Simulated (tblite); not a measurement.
# B3H5N3S: the cost of one run

Computed with tblite 0.8.0 and PySCF 2.14.0; each step states its level. No surroundings beyond the atoms listed, unless a continuum is named. Atoms count from 0, parts from 1.

## 1. The system as given

12 atoms, charge 0, multiplicity 2; geometry: distance geometry start.

## 2. Geometry optimisation with GFN2-xTB

Job settings and geometry (Å):

```
{"job": {"kind": "relax", "xc": "GFN2-xTB", "basis": "xTB"}, "charge": 0, "multiplicity": 2}
B      1.780652     0.132325     0.588255
N      1.431711     1.303082    -0.339547
B     -0.067771     1.572817    -0.602147
N     -1.054990     1.025291     0.453367
B     -0.786883    -0.435118     0.948998
N      0.671543    -0.933285     0.770681
S      0.849770    -2.373030    -0.236621
H      2.835488    -0.228707     0.601362
H      2.040033     2.113138    -0.286862
H     -0.405875     1.478974    -1.702745
H     -1.330525     1.689579     1.173704
H     -1.316747    -0.739230     1.911535
```

Level: GFN2-xTB geometry optimisation, gas phase.

Launch:

```
$ OMP_NUM_THREADS=1 python cluster_run.py task.json out
```

The driver reads the jobs from task.json and runs them one after another.

Q: Estimate the wall time of this first job on 1 thread of AMD EPYC 9R45, shared host.

About 1.1 s.
